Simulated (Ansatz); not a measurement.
# C₃H₃F₂I: basis-set convergence

How large a basis does C₃H₃F₂I need? Two functionals are run in growing sets.

Computed with Ansatz 0.2.0, Gaussian basis. Level: one geometry, several basis sets.

The runs, in order: PBE0-D4/def2-SVP; ωB97M-V/def2-SVP; PBE0-D4/def2-QZVPP; ωB97M-V/def2-QZVPP; the functionals' def2-TZVPP values are taken from earlier runs.

## 1. The geometry

An earlier PBE0-D4 in a triple-zeta def2 set relaxation fixed the geometry. I takes the def2 core potential; no spin-orbit term is included.

SMILES `FC(F)/C=C/I`, 9 atoms, charge 0, spin multiplicity 1.

Atoms are counted from 1 here; the program's logs count them from 0.

Bond lengths: F1–C2 1.360 Å, C2–F3 1.354 Å, C2–C4 1.493 Å, C2–H7 1.096 Å, C4–C5 1.321 Å, C4–H8 1.084 Å, C5–I6 2.069 Å, C5–H9 1.082 Å. Angles: F1–C2–F3 107.6°, F1–C2–C4 109.6°, F1–C2–H7 107.3°, F3–C2–C4 111.8°, F3–C2–H7 107.8°, C4–C2–H7 112.6°, C2–C4–C5 122.4°, C2–C4–H8 115.1°, C5–C4–H8 122.4°, C4–C5–I6 123.5°, C4–C5–H9 122.6°, I6–C5–H9 113.9°.

## 2. PBE0-D4 in def2-SVP

Input file in.yaml:

```yaml
crystal:
  periodic: [false, false, false]
  atoms:
    - {symbol: F, position_ang: [-1.881254, 0.476020, 1.020952]}
    - {symbol: C, position_ang: [-1.155830, -0.274316, 0.148250]}
    - {symbol: F, position_ang: [-0.882363, -1.454191, 0.752600]}
    - {symbol: C, position_ang: [0.090192, 0.458646, -0.225669]}
    - {symbol: C, position_ang: [1.292047, -0.070230, -0.084208]}
    - {symbol: I, position_ang: [3.039948, 0.909740, -0.599204]}
    - {symbol: H, position_ang: [-1.798663, -0.481850, -0.715404]}
    - {symbol: H, position_ang: [-0.064034, 1.453065, -0.629987]}
    - {symbol: H, position_ang: [1.448557, -1.063183, 0.315571]}
basis:
  gaussian: {orbitals: def2-SVP}
hamiltonian: {xc: pbe0, dispersion: d4}
output: {orbitals: {seedname: orbitals}}
```

The run is started by

```bash
ansatz run in.yaml --threads 4 --pin off --events-out ev --progress --plain --max-ram 10444MiB
```

The runs that follow: ωB97M-V in def2-SVP; PBE0-D4 in def2-QZVPP; ωB97M-V in def2-QZVPP.

**Question.** What will the summary of the whole plan be? Wanted: PBE0-D4: double and triple zeta above quadruple; ωB97M-V: double and triple zeta above quadruple.

**Answer**, as computed:

| quantity | value |
| --- | --- |
| PBE0-D4: double and triple zeta above quadruple | 10.91, 0.48 eV |
| ωB97M-V: double and triple zeta above quadruple | 11.19, 0.45 eV |

**Reading.** PBE0-D4 gains 10.44 eV from double to triple zeta, then 0.48 eV more. These are total energies; as a rule much of such shifts cancels in differences, which this series doesn't test. The LUMO of ωB97M-V is positive and keeps falling with the basis (1.37 to 0.87 eV): an unbound level that the basis holds in place.
